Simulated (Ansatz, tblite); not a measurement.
**[Al(H2O)6]3+ (AlH12O6 (+3)): charged states by level of theory**

What does adding an electron cost or gain for [Al(H2O)6]3+ (AlH12O6 (+3))? Each charged state is run at several levels.

Program: Ansatz 0.2.0, Gaussian basis. Level of theory: as each input shows. These are calculated values, not measurements.

The runs, in order: charge +2 doublet, at the geometry of the singlet (PBE0-D4/def2-TZVP, PBE-D4/def2-TZVP, ωB97M-V/def2-TZVP); the starting singlet's energies come from earlier runs.

2 further runs of the same task are left out: 2 set aside as unsound or not needed. Runs told in other sessions of the task aren't counted.

**1. The relaxed structure**

The geometry is that of the singlet, from an earlier relaxation (B3LYP-D4/def2-SVP).

19 atoms, charge 3, spin multiplicity 1.

Atoms are counted from 1 here; the program's logs count them from 0.

Bond lengths: Al1–O2 1.932 Å, Al1–O5 1.932 Å, Al1–O8 1.932 Å, Al1–O11 1.932 Å, Al1–O14 1.932 Å, Al1–O17 1.933 Å, O2–H3 0.980 Å, O2–H4 0.980 Å, O5–H6 0.980 Å, O5–H7 0.980 Å, O8–H9 0.980 Å, O8–H10 0.980 Å, O11–H12 0.980 Å, O11–H13 0.980 Å, O14–H15 0.980 Å, O14–H16 0.980 Å, O17–H18 0.980 Å, O17–H19 0.980 Å. Angles: O2–Al1–O5 179.6°, O2–Al1–O8 90.1°, O2–Al1–O11 90.0°, O2–Al1–O14 90.2°, O2–Al1–O17 89.8°, O5–Al1–O8 90.0°, O5–Al1–O11 89.9°, O5–Al1–O14 90.2°, O5–Al1–O17 89.8°, O8–Al1–O11 179.8°, O8–Al1–O14 89.8°, O8–Al1–O17 90.0°, O11–Al1–O14 89.9°, O11–Al1–O17 90.2°, O14–Al1–O17 179.9°, Al1–O2–H3 126.8°, Al1–O2–H4 126.6°, H3–O2–H4 106.6° and more.

The ion is computed in the gas phase, without counter-ions or solvent.

**2. Charge +2 doublet at the fixed geometry, PBE0-D4/def2-TZVP**

Contents of in.yaml:

```yaml
crystal:
  periodic: [false, false, false]
  atoms:
    - {symbol: Al, position_ang: [-0.000578, 0.001126, 0.000304]}
    - {symbol: O, position_ang: [-0.058491, 0.061813, 1.930634]}
    - {symbol: H, position_ang: [-0.104759, 0.864066, 2.491965]}
    - {symbol: H, position_ang: [-0.045986, -0.706052, 2.539918]}
    - {symbol: O, position_ang: [0.055626, -0.072003, -1.929729]}
    - {symbol: H, position_ang: [0.095267, -0.880971, -2.481978]}
    - {symbol: H, position_ang: [0.048732, 0.689021, -2.547420]}
    - {symbol: O, position_ang: [1.929613, 0.077289, 0.053617]}
    - {symbol: H, position_ang: [2.491519, 0.137195, 0.854595]}
    - {symbol: H, position_ang: [2.537576, 0.064556, -0.715177]}
    - {symbol: O, position_ang: [-1.930550, -0.067670, -0.055722]}
    - {symbol: H, position_ang: [-2.539370, -0.070285, 0.712432]}
    - {symbol: H, position_ang: [-2.492191, -0.103909, -0.858415]}
    - {symbol: O, position_ang: [-0.069648, 1.930644, -0.067673]}
    - {symbol: H, position_ang: [0.694913, 2.543994, -0.073566]}
    - {symbol: H, position_ang: [-0.875472, 2.487688, -0.102624]}
    - {symbol: O, position_ang: [0.072617, -1.928925, 0.069640]}
    - {symbol: H, position_ang: [-0.689516, -2.545384, 0.065593]}
    - {symbol: H, position_ang: [0.880678, -2.482203, 0.113587]}
basis:
  gaussian: {orbitals: def2-TZVP}
total_charge: 2
magnetization: {spin_polarized: true, initial_magnetization: 1}
hamiltonian: {xc: pbe0, dispersion: d4}
scf: {omitted_lower_state_checks: [starts]}
output: {orbitals: {seedname: orbitals}}
```

Launch:

```bash
$ ansatz run in.yaml --threads 4 --pin off --events-out ev --progress --plain --max-ram 8704MiB
```

The log of the run:

```text
Functional definition: PBE0
  name "PBE0"
  cite "Adamo & Barone, J. Chem. Phys. 110, 6158 (1999) doi:10.1063/1.478522"
  cite "Perdew, Burke & Ernzerhof, Phys. Rev. Lett. 77, 3865 (1996) doi:10.1103/PhysRevLett.77.3865"
  parent pbe
  parameter a = 0.25
  parameter kappa = 0.804
  parameter beta = 0.06672455060314922
  exchange = (1 - a)*pbe_x(kappa = kappa, mu = beta*pi^2/3) + a*exact_x
  correlation = pbe_c(beta = beta)
these checks for a lower state are left out or cut short: starts
1713 factors; their error is unknown
mean field evaluation 1: about -19005.3430 eV, gradient 1.2e2 eV
mean field evaluation 2: about -18938.0628 eV, gradient 1.8e2 eV
mean field evaluation 4: about -19051.1783 eV, gradient 3.4e0 eV
mean field evaluation 8: about -19051.2356 eV, gradient 3.5e-2 eV
mean field evaluation 16: about -19051.2662 eV, gradient 1.8e-4 eV
mean field -19051.26621543 eV, -700.1211200051 hartree, gradient 3.7e-6 eV, S^2 0.750533; 0 other end points of the search recorded, 0 dependent functions left out
reference -19051.26626754 eV, -700.1211219201 hartree; 36, 35 occupied and 259, 260 virtual orbitals, 1713 factors
Total energy: -19051.55336519 eV, -700.1316725639 hartree
Checks for a lower state left out: starts
```

It took 22 s on 4 threads of Intel Xeon Platinum 8259CL at 2.50GHz, shared host; peak memory 1.4 GiB.

Report: HOMO -10.01 eV, LUMO -8.68 eV (over both spins); ⟨S²⟩ 0.751 (pure: 0.75).

**3. Charge +2 doublet at the fixed geometry, PBE-D4/def2-TZVP**

start.molden holds the orbitals of an earlier run on this state, given as this run's starting guess.

in.yaml: that of step 2 with these lines changed.

```diff
@@ -23,6 +23,6 @@
 basis:
-  gaussian: {orbitals: def2-TZVP}
+  gaussian: {orbitals: def2-TZVP, initial_orbitals: start.molden}
 total_charge: 2
 magnetization: {spin_polarized: true, initial_magnetization: 1}
-hamiltonian: {xc: pbe0, dispersion: d4}
+hamiltonian: {xc: pbe, dispersion: d4}
 scf: {omitted_lower_state_checks: [starts]}
```

Same command.

The log of the run:

```text
Functional definition: PBE
  name "PBE"
  cite "Perdew, Burke & Ernzerhof, Phys. Rev. Lett. 77, 3865 (1996) doi:10.1103/PhysRevLett.77.3865"
  parent pbe
  parameter kappa = 0.804
  parameter beta = 0.06672455060314922
  exchange = pbe_x(kappa = kappa, mu = beta*pi^2/3)
  correlation = pbe_c(beta = beta)
these checks for a lower state are left out or cut short: starts
1693 factors; their error is unknown
mean field evaluation 1: about -19050.5279 eV, gradient 9.7e0 eV
mean field evaluation 2: about -19050.6932 eV, gradient 1.8e-1 eV
mean field evaluation 4: about -19050.6746 eV, gradient 9.2e-4 eV
mean field -19050.67462342 eV, -700.0993793997 hartree, gradient 1.4e-5 eV, S^2 0.750358; 0 other end points of the search recorded, 0 dependent functions left out
reference -19050.67469221 eV, -700.0993819275 hartree; 36, 35 occupied and 259, 260 virtual orbitals, 1693 factors
Total energy: -19051.01200154 eV, -700.1117778170 hartree
Checks for a lower state left out: starts
```

Wall time 11 s (4 threads of Intel Xeon Platinum 8259CL at 2.50GHz, shared host).

HOMO -9.88 eV, LUMO -9.64 eV (over both spins); ⟨S²⟩ 0.750 (pure: 0.75).

**4. Charge +2 doublet at the fixed geometry, ωB97M-V/def2-TZVP**

in.yaml: that of step 3 with these lines changed.

```diff
@@ -26,3 +26,3 @@
 magnetization: {spin_polarized: true, initial_magnetization: 1}
-hamiltonian: {xc: pbe, dispersion: d4}
+hamiltonian: {xc: {name: wB97M-V}}
 scf: {omitted_lower_state_checks: [starts]}
```

The command is unchanged.

The log of the run, cut to the lines that bear on the results:

```text
Functional definition: wB97M-V
  name "wB97M-V"
  cite "Mardirossian & Head-Gordon, J. Chem. Phys. 144, 214110 (2016) doi:10.1063/1.4952647"
  cite "Becke, J. Chem. Phys. 107, 8554 (1997) doi:10.1063/1.475007"
  cite "Vydrov & Van Voorhis, J. Chem. Phys. 133, 244103 (2010) doi:10.1063/1.3521275"
  # Of w^i u^j: cxij and so on, Table III.
[...]
  gx(w, u) = 1 - cx + cx01*u + cx10*w
  gss(w, u) = css00 + css04*u^4 + css10*w + css20*w^2 + css43*w^4*u^3
  gos(w, u) = cos00 + cos10*w + (cos20 + cos21*u)*w^2 + (cos60 + cos61*u)*w^6
[...]
      + integral(e_c_pw_mod_opposite_spin*gos(b97_w_opposite, b97_u_opposite)) + vv10(b, c)
[...]
1693 factors; their error is unknown
475 factors; integrals over basis functions are off by at most 8.4e-6 eV
[...]
mean field -19062.65646329 eV, -700.5397038933 hartree, gradient 8.7e-6 eV, S^2 0.750641; 0 other end points of the search recorded, 0 dependent functions left out
reference -19062.65652113 eV, -700.5397060187 hartree; 36, 35 occupied and 259, 260 virtual orbitals, 1693 factors
Total energy: -19062.65652113 eV, -700.5397060187 hartree
Checks for a lower state left out: starts
```

Wall time 43 s (4 threads of Intel Xeon Platinum 8259CL at 2.50GHz, shared host); peak memory 1.9 GiB.

Report: HOMO -10.92 eV, LUMO -7.29 eV (over both spins); ⟨S²⟩ 0.751 (pure: 0.75).

**5. Vertical electron affinity**

Starting state less charged state (positive: the electron is bound), singlet to doublet; the starting state's energies are those of its earlier runs.

| level | vertical electron affinity (eV) | time |
| --- | --- | --- |
| PBE-D4/def2-TZVP | +11.94 | 17 s |
| PBE0-D4/def2-TZVP | +11.51 | 36 s |
| ωB97M-V/def2-TZVP | +11.06 | 64 s |

Times add the two runs; a level without a time comes out of a correlated run.

Beside −ε(LUMO) of the starting state:

| level | −ε(LUMO) (eV) | by difference (eV) | mismatch (eV) |
| --- | --- | --- | --- |
| PBE-D4/def2-TZVP | 13.97 | 11.94 | +2.04 |
| PBE0-D4/def2-TZVP | 12.96 | 11.51 | +1.45 |
| ωB97M-V/def2-TZVP | 11.31 | 11.06 | +0.24 |

**6. Results**

| quantity | value |
| --- | --- |
| vertical electron affinity, functionals in def2-TZVP | 11.06 (ωB97M-V) to 11.94 eV (PBE-D4) |

What this shows: The vertical electron affinity spans 11.06 to 11.94 eV over the functionals. −ε(LUMO) misses the level's own difference by +0.24 eV at best (ωB97M-V) and +2.04 eV at worst (PBE-D4).
